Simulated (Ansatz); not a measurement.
# ClGaH₃In: basis-set convergence

The task here is to estimate one member of a computed series from the others.

Program: Ansatz 0.2.0, Gaussian basis. Level of theory: one geometry, several basis sets. These are calculated values, not measurements.

Levels to be run: PBE0-D4/def2-SVP; ωB97M-V/def2-SVP; PBE0-D4/def2-QZVPP; ωB97M-V/def2-QZVPP; the functionals' def2-TZVPP values are taken from earlier runs.

**The geometry**

All runs share one geometry, relaxed beforehand with PBE0-D4 in a triple-zeta def2 set. In takes the def2 core potential; no spin-orbit term is included.

6 atoms, charge 0, spin multiplicity 1.

Atoms are counted from 1 here; the program's logs count them from 0.

Bond lengths: Cl1–In2 2.536 Å, Cl1–Ga3 2.582 Å, In2–Ga3 2.826 Å, In2–H4 1.690 Å, In2–H5 1.814 Å, In2–H6 1.813 Å. Angles: In2–Cl1–Ga3 67.0°, Cl1–In2–Ga3 57.3°, Cl1–In2–H4 115.2°, Cl1–In2–H5 86.3°, Cl1–In2–H6 86.3°, Ga3–In2–H4 172.5°, Ga3–In2–H5 50.5°, Ga3–In2–H6 50.6°, H4–In2–H5 132.3°, H4–In2–H6 132.4°, H5–In2–H6 88.4°, Cl1–Ga3–In2 55.7°.

The first run:

Input file in.yaml:

```yaml
crystal:
  periodic: [false, false, false]
  atoms:
    - {symbol: Cl, position_ang: [-1.869306, 0.072080, 0.742374]}
    - {symbol: In, position_ang: [0.256678, -0.686978, -0.413444]}
    - {symbol: Ga, position_ang: [0.014590, 1.834830, 0.838533]}
    - {symbol: H, position_ang: [0.191608, -2.229465, -1.100002]}
    - {symbol: H, position_ang: [0.312131, 0.972875, -1.142375]}
    - {symbol: H, position_ang: [1.136201, -0.027343, 1.028714]}
basis:
  gaussian: {orbitals: def2-SVP}
hamiltonian: {xc: pbe0, dispersion: d4}
output: {orbitals: {seedname: orbitals}}
```

Run with:

```console
ansatz run in.yaml --threads 2 --pin off --events-out ev --progress --plain --max-ram 4352MiB
```

Among the steps run: PBE0-D4 in def2-SVP; ωB97M-V in def2-SVP; PBE0-D4 in def2-QZVPP; ωB97M-V in def2-QZVPP.

One of the session's tables, all rows but one given; the rest of the session is left out.

```
functional       basis  HOMO (eV)  LUMO (eV)
   PBE0-D4    def2-SVP      -7.26      -1.31
   PBE0-D4  def2-TZVPP          ?          ?
   PBE0-D4  def2-QZVPP      -7.32      -1.36
   ωB97M-V    def2-SVP      -9.27       0.37
   ωB97M-V  def2-TZVPP      -9.35       0.32
   ωB97M-V  def2-QZVPP      -9.38       0.19
```

**Question.** Estimate the row for PBE0-D4, def2-TZVPP.

**Answer.** HOMO (eV): -7.30; LUMO (eV): -1.32. In the column «HOMO (eV)» it lies between PBE0-D4, def2-QZVPP (-7.32) and PBE0-D4, def2-SVP (-7.26).
